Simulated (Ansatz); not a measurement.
**Al2Ga2S5 (element-swapped structure): how the settings move a single-point run**

Aim: see which settings change the result for Al2Ga2S5 (element-swapped structure), by how much, and at what cost.

Program: Ansatz 0.2.0. Level of theory: reference: DFT PBE, plane waves, PAW, scalar-relativistic, no spin polarisation. These are calculated values, not measurements.

### 1 Starting point

The structure is trigonal, space group R3m (No. 160). Conventional cell: a = 3.778 Å, b = 3.778 Å, c = 45.407 Å, α = 90.00°, β = 90.00°, γ = 120.00°. S (site symmetry 3m) has 3 Al at 2.35 Å as nearest neighbours. S (site symmetry 3m) has 1 Ga at 2.36 Å and 3 Al at 2.56 Å as nearest neighbours. S (site symmetry 3m) has 1 Ga at 2.41 Å and 3 Al at 2.54 Å as nearest neighbours. S (site symmetry 3m) is surrounded by 3 Ga at 2.35 Å. S (site symmetry 3m) is surrounded by 3 Ga at 2.27 Å and 1 Al at 2.41 Å. Al (site symmetry 3m) is surrounded by 6 S at 2.54 to 2.56 Å. Al (site symmetry 3m) has 4 S at 2.35 to 2.41 Å as nearest neighbours. Ga (site symmetry 3m) is surrounded by 4 S at 2.35 to 2.41 Å. Only part of the 9 independent sites is listed.

Structure file:

```cif
data_structure
_symmetry_space_group_name_H-M 'R3m:H'
_symmetry_Int_Tables_number 160
_cell_length_a 3.7782
_cell_length_b 3.7782
_cell_length_c 45.4072
_cell_angle_alpha 90.000
_cell_angle_beta 90.000
_cell_angle_gamma 120.000
_cell_volume 561.34
loop_
_atom_site_label
_atom_site_type_symbol
_atom_site_symmetry_multiplicity
_atom_site_Wyckoff_symbol
_atom_site_fract_x
_atom_site_fract_y
_atom_site_fract_z
_atom_site_occupancy
S1 S 3 a 0.33333 0.66667 0.05967 1
S2 S 3 a 0.33333 0.66667 0.19767 1
S3 S 3 a 0.00000 0.00000 0.25600 1
S4 S 3 a 0.66667 0.33333 0.32833 1
S5 S 3 a 0.00000 0.00000 0.13200 1
Al1 Al 3 a 0.66667 0.33333 0.22733 1
Al2 Al 3 a 0.00000 0.00000 0.07900 1
Ga1 Ga 3 a 0.00000 0.00000 0.30900 1
Ga2 Ga 3 a 0.33333 0.66667 0.14567 1
```

### 2 Reference

Input file input.yaml:

```yaml
crystal:
  lattice:
    - [3.778211, 0.0, 0.0]
    - [-1.889106, 3.272029, 0.0]
    - [-1.889106, 1.090676, 15.13574]
  atoms:
    - { symbol: S, position: [0.607, 0.393, 0.821] }
    - { symbol: S, position: [0.469, 0.531, 0.407] }
    - { symbol: S, position: [0.744, 0.256, 0.232] }
    - { symbol: S, position: [0.005, 0.995, 0.015] }
    - { symbol: S, position: [0.868, 0.132, 0.604] }
    - { symbol: Al, position: [0.106, 0.894, 0.318] }
    - { symbol: Al, position: [0.921, 0.079, 0.763] }
    - { symbol: Ga, position: [0.691, 0.309, 0.073] }
    - { symbol: Ga, position: [0.521, 0.479, 0.563] }
  symmetry: { tolerance: 0.0003 }
kpoints:
  mp_grid: { grid: [6, 6, 6], shift: [0, 0, 0] }
magnetization:
  spin_polarized: false
scf:
  occupations: { method: fermi_dirac }
hamiltonian:
  pseudopotentials: { kind: paw }
  xc: pbe
basis:
  ecutwfc: 420
output:
  forces: true
  stress: true
  eigenvalues: true
```

Run with:

```sh
$ ansatz run input.yaml --threads 1 --pin off --max-ram 2560MiB --backend cpu --events-out ev --progress --plain --runs-dir out
```

### 3 Changing settings: mp_grid.shift [0.5, 0.5, 0.5], mixing.algorithm broyden, mixing.beta 0.05, mixing.ndim 4

input.yaml, as its differences from that of step 2:

```diff
@@ -17,3 +17,3 @@
 kpoints:
-  mp_grid: { grid: [6, 6, 6], shift: [0, 0, 0] }
+  mp_grid: { grid: [6, 6, 6], shift: [0.5, 0.5, 0.5] }
 magnetization:
@@ -22,2 +22,3 @@
   occupations: { method: fermi_dirac }
+  mixing: { algorithm: broyden, beta: 0.05, ndim: 4 }
 hamiltonian:
```

### 4 Changing settings: starting moments, mp_grid.grid [2, 2, 2], spin_polarized true, dr2_threshold 1.0e-08

Input file input.yaml:

```yaml
crystal:
  lattice:
    - [3.778211, 0.0, 0.0]
    - [-1.889106, 3.272029, 0.0]
    - [-1.889106, 1.090676, 15.13574]
  atoms:
    - { symbol: S, position: [0.607, 0.393, 0.821], spin: 2.0 }
    - { symbol: S, position: [0.469, 0.531, 0.407], spin: 3.0 }
    - { symbol: S, position: [0.744, 0.256, 0.232], spin: 2.0 }
    - { symbol: S, position: [0.005, 0.995, 0.015], spin: 1.0 }
    - { symbol: S, position: [0.868, 0.132, 0.604], spin: 1.0 }
    - { symbol: Al, position: [0.106, 0.894, 0.318], spin: 2.0 }
    - { symbol: Al, position: [0.921, 0.079, 0.763], spin: 2.0 }
    - { symbol: Ga, position: [0.691, 0.309, 0.073], spin: 3.0 }
    - { symbol: Ga, position: [0.521, 0.479, 0.563], spin: 2.0 }
  symmetry: { tolerance: 0.0003 }
kpoints:
  mp_grid: { grid: [2, 2, 2], shift: [0, 0, 0] }
magnetization:
  spin_polarized: true
scf:
  occupations: { method: fermi_dirac }
  convergence: { dr2_threshold: 1.0e-08 }
hamiltonian:
  pseudopotentials: { kind: paw }
  xc: pbe
basis:
  ecutwfc: 420
output:
  forces: true
  stress: true
  eigenvalues: true
```

### 5 Variant: preconditioner kerker, xc lda

input.yaml, as its differences from that of step 2:

```diff
@@ -22,5 +22,6 @@
   occupations: { method: fermi_dirac }
+  mixing: { preconditioner: kerker }
 hamiltonian:
   pseudopotentials: { kind: paw }
-  xc: pbe
+  xc: lda
 basis:
```

### 6 A further run, with the input changed

input.yaml, as its differences from that of step 2:

```diff
@@ -2,5 +2,5 @@
   lattice:
-    - [3.778211, 0.0, 0.0]
-    - [-1.889106, 3.272029, 0.0]
-    - [-1.889106, 1.090676, 15.13574]
+    - [3.0225688, 0.0, 0.0]
+    - [-1.5112848, 2.6176232, 0.0]
+    - [-1.5112848, 0.8725408, 12.108592]
   atoms:
@@ -22,2 +22,3 @@
   occupations: { method: fermi_dirac }
+  max_iter: 100
 hamiltonian:
```

(Steps that only read results are left out.)

**Question.** What will these runs give? Wanted: for each run, ending; energy change; pressure; gap; abs. moment; force.

**Answer**, as computed:

```tsv
run	ending	energy change	pressure (GPa)	gap (eV)	abs. moment (μB)	force (eV/Å)	cycles	time
reference	converged	0	1.5	0.00	0.00	1.70	11	16 s
1: mp_grid.shift [0.5, 0.5, 0.5], mixing.algorithm broyden, mixing.beta 0.05, mixing.ndim 4	converged	+3.8 meV/atom	1.7	0.00	0.00	1.85	35	71 s
2: starting moments, mp_grid.grid [2, 2, 2], spin_polarized true, dr2_threshold 1.0e-08	converged	+214.7 meV/atom	4.8	-	0.47	1.53	26	7.8 s
3: preconditioner kerker, xc lda	converged	not comparable	-2.9	0.00	0.00	1.49	11	16 s
4: structure	converged	+3.27 eV/atom	187.1	0.00	0.00	9.57	10	10 s
```

Residual by cycle in the longest SCF loop of each run; runs are numbered as in the table. The quantity is the density residual dr2, in eV.

```tsv
cycle	reference	run 1	run 2	run 3	run 4
1	0.855	0.364	6.99	1.05	2.96
4	0.00186	0.0111	0.139	0.00256	0.00992
7	4.5e-5	0.00142	0.0052	2.9e-5	2.8e-5
10	2.0e-7	7.6e-5	1.25	3.0e-7	5.3e-8
13	-	1.4e-5	0.00413	-	-
16	-	7.3e-6	1.7e-5	-	-
20	-	4.1e-6	3.4e-6	-	-
23	-	3.1e-6	2.0e-8	-	-
26	-	7.3e-7	2.2e-10	-	-
29	-	4.4e-7	-	-	-
32	-	2.6e-7	-	-	-
35	-	4.8e-8	-	-	-
```

**Reading.** Of the converged runs whose energies compare with the reference's, «starting moments, mp_grid.grid [2, 2, 2], spin_polarized true, dr2_threshold 1.0e-08» moves the energy most (+214.7 meV/atom). Semilocal functionals close small gaps, so the missing gap need not be the real solid's.

The reference is no final answer either: its mesh is coarse for a cell with so small a gap or none; the cell is far from equilibrium (forces up to 1.7 eV/Å), so its values aren't those of the relaxed material; the structure is made up and not relaxed.
